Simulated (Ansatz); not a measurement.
# H₅HfNO₃: how energies converge with the basis set

One table from this session's results is given with a row withheld; the runs are named, their logs left out.

Method: one geometry, several basis sets; program: Ansatz 0.2.0, Gaussian basis.

Levels to be run: PBE0-D4/def2-SVP; ωB97M-V/def2-SVP; PBE0-D4/def2-QZVPP; ωB97M-V/def2-QZVPP; the functionals' def2-TZVPP values are taken from earlier runs.

1 further run of the same task is left out (for a known fault of the program).

### The geometry

An earlier PBE0-D4 in a triple-zeta def2 set relaxation fixed the geometry. Hf takes the def2 core potential; no spin-orbit term is included.

SMILES `[NH2][Hf]([OH])([OH])[OH]`, 10 atoms, charge 0, spin multiplicity 1.

Atoms are counted from 1 here; the program's logs count them from 0.

Bond lengths: N1–Hf2 2.042 Å, N1–H6 1.010 Å, N1–H7 1.010 Å, Hf2–O3 1.936 Å, Hf2–O4 1.936 Å, Hf2–O5 1.945 Å, O3–H8 0.951 Å, O4–H9 0.951 Å, O5–H10 0.952 Å. Angles: Hf2–N1–H6 125.5°, Hf2–N1–H7 125.5°, H6–N1–H7 108.8°, N1–Hf2–O3 106.9°, N1–Hf2–O4 106.9°, N1–Hf2–O5 111.1°, O3–Hf2–O4 115.0°, O3–Hf2–O5 108.5°, O4–Hf2–O5 108.5°, Hf2–O3–H8 156.0°, Hf2–O4–H9 155.8°, Hf2–O5–H10 146.4°.

The first run:

Input file in.yaml:

```yaml
crystal:
  periodic: [false, false, false]
  atoms:
    - {symbol: N, position_ang: [-1.399103, 0.255370, -1.063692]}
    - {symbol: Hf, position_ang: [0.174257, -0.077865, 0.193794]}
    - {symbol: O, position_ang: [0.598080, -1.963297, 0.075819]}
    - {symbol: O, position_ang: [-0.370216, 0.530667, 1.949403]}
    - {symbol: O, position_ang: [1.736716, 0.941492, -0.355270]}
    - {symbol: H, position_ang: [-1.629703, -0.299495, -1.875154]}
    - {symbol: H, position_ang: [-2.116031, 0.954450, -0.934105]}
    - {symbol: H, position_ang: [1.144146, -2.737881, 0.155995]}
    - {symbol: H, position_ang: [-0.240083, 0.841762, 2.838720]}
    - {symbol: H, position_ang: [2.101947, 1.554785, -0.985511]}
basis:
  gaussian: {orbitals: def2-SVP}
hamiltonian: {xc: pbe0, dispersion: d4}
output: {orbitals: {seedname: orbitals}}
```

On the command line:

```bash
ansatz run in.yaml --threads 4 --pin off --events-out ev --progress --plain --max-ram 10444MiB
```

Steps of the session up to this table: PBE0-D4 in def2-SVP; ωB97M-V in def2-SVP; PBE0-D4 in def2-QZVPP; ωB97M-V in def2-QZVPP.

One of the session's tables, all rows but one given; the rest of the session is left out.

It belongs to the step «Density functionals: the series». 

```
functional       basis  HOMO (eV)  LUMO (eV)
   PBE0-D4    def2-SVP      -6.81       0.26
   PBE0-D4  def2-TZVPP      -7.00       0.04
   PBE0-D4  def2-QZVPP      -7.07      -0.28
   ωB97M-V    def2-SVP          ?          ?
   ωB97M-V  def2-TZVPP      -9.38       1.18
   ωB97M-V  def2-QZVPP      -9.45       0.56
```

Estimate the missing values for ωB97M-V, def2-SVP.

As computed: HOMO (eV): -9.18; LUMO (eV): 1.47. In the column «HOMO (eV)» it lies between ωB97M-V, def2-TZVPP (-9.38) and PBE0-D4, def2-QZVPP (-7.07).
